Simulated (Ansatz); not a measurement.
Write a Python script for Ansatz 0.2.0, Python API that makes a formation energy from the elements of Ta2H and its elements. Settings (first run): PBEsol, PAW, cutoff 460 eV, Gaussian smearing of 0.05 eV.

`formation.py`
```python
'''Is Ta2H bound against its elements, after relaxing atoms and volume at fixed cell shape.'''

from collections import Counter
import warnings

import ansatz
from ase import Atoms
import numpy as np

TOLERANCE = 1e-10
CUTOFF_EV = 460
KSPACING = 0.16
FILLING = 'gaussian'
SIGMA = 0.05

GASES = {'H2'}


def compute(name, crystal):
    calc = (
        crystal.calculation()
        .scf(tolerance=TOLERANCE)
        .functional(ansatz.Functional.PBESOL)
        .basis(CUTOFF_EV)  # cutoff of the orbital basis
        .kpoints(spacing=KSPACING)
        .occupations(FILLING, width=SIGMA)  # smearing steadies the SCF of a metal
        .stress()  # positive in compression
    )
    if name in GASES:
        return calc.kpoints(1, 1, 1).relax(force_tolerance=0.01, max_steps=40).run(threads=1, pin='off')
    calc = calc.relax(force_tolerance=0.01, max_steps=40, fix_cell=['shape'])
    return calc.run(threads=1, pin='off')


def counts(outcome):
    return Counter(site.symbol for site in outcome.lattice.sites)

def formation_energy(outcome, mu):
    n = counts(outcome)
    return (outcome.report['energy_sigma0_ev'] - sum(k * mu[element] for element, k in n.items())) / sum(n.values())


def volume_per_atom(outcome):
    return abs(np.linalg.det(outcome.lattice.cell_ang)) / len(outcome.lattice.sites)

warnings.simplefilter('ignore', ansatz.DeckWarning)

phases = {}
atoms = Atoms(
    ['Ta', 'Ta', 'H'],
    scaled_positions=[
        (0.5, 0.0, 0.74132),
        (0.0, 0.5, 0.25868),
        (0.0, 0.0, 0.0),
    ],
    cell=[
        (3.37244, 0.0, 0.0),
        (0.0, 3.37244, 0.0),
        (0.0, 0.0, 3.41011),
    ],
    pbc=True,
)
ta2h = ansatz.Crystal.from_ase(atoms)
phases['Ta2H'] = ta2h
ta = (
    ansatz.Lattice.from_parameters(2.860101, 2.860101, 2.860101, alpha=109.47122, beta=109.47122, gamma=109.47122)
    .atom('Ta', (0.0, 0.0, 0.0))
)
phases['Ta'] = ta
h2 = (
    ansatz.Lattice.from_parameters(9.0, 9.5, 10.0, alpha=90.0, beta=90.0, gamma=90.0)
    .atom('H', (0.5, 0.5, 0.4625))
    .atom('H', (0.5, 0.5, 0.5375))
)
phases['H2'] = h2

done = {}
for name, crystal in phases.items():
    done[name] = compute(name, crystal)
    print(f'{name}: {done[name].report["energy_sigma0_ev"]:.4f} eV, {len(done[name].lattice.sites)} atoms')

# energy of one atom in its reference phase
references = {'Ta': 'Ta', 'H': 'H2'}
mu = {element: done[name].report['energy_sigma0_ev'] / len(done[name].lattice.sites) for element, name in references.items()}

target = done['Ta2H']
heat = formation_energy(target, mu)
n = counts(target)
print('cell content:', dict(n), ' volume', round(volume_per_atom(target), 3), 'A^3/atom')
print('formation energy', round(heat, 4), 'eV/atom,', round(heat * sum(n.values()), 4), 'eV per cell')
print('bound against the elements' if heat < 0 else 'unbound against the elements')
# gas references are bare DFT energies, without zero-point or fitted corrections
```

Running `python formation.py` prints:
```text
Ta2H: -19629.1087 eV, 3 atoms
Ta: -9806.5006 eV, 1 atoms
H2: -31.2211 eV, 2 atoms
cell content: {<Element.TA: 'Ta'>: 2, <Element.H: 'H'>: 1}  volume 12.668 A^3/atom
formation energy -0.1656 eV/atom, -0.4968 eV per cell
bound against the elements
```

Notes:
- Total energies depend on the potentials; only differences at equal settings carry meaning.
- For the metals among these phases the mesh is modest: differences between phases can be off by up to 40 meV an atom.
- Atoms and volume are relaxed with the cell's shape held, which in cells of lower than cubic symmetry can hide stresses and shift volumes.
- Spin-orbit coupling, which matters for elements this heavy, is left out.
- The cells come from databases of deposited and of computed structures, and not all need be stable phases.
- The compound is the structure given, not necessarily its lowest; energies are at zero temperature, with no correction for gases. A semilocal functional's error on such energies is often 0.05 to 0.1 eV an atom, and 0.1 to 0.3 eV against gases such as O2 or F2.
- Wall time of the script: 79 s on 1 thread of Arm Neoverse V1, on a shared host, peak memory 0.66 GiB.
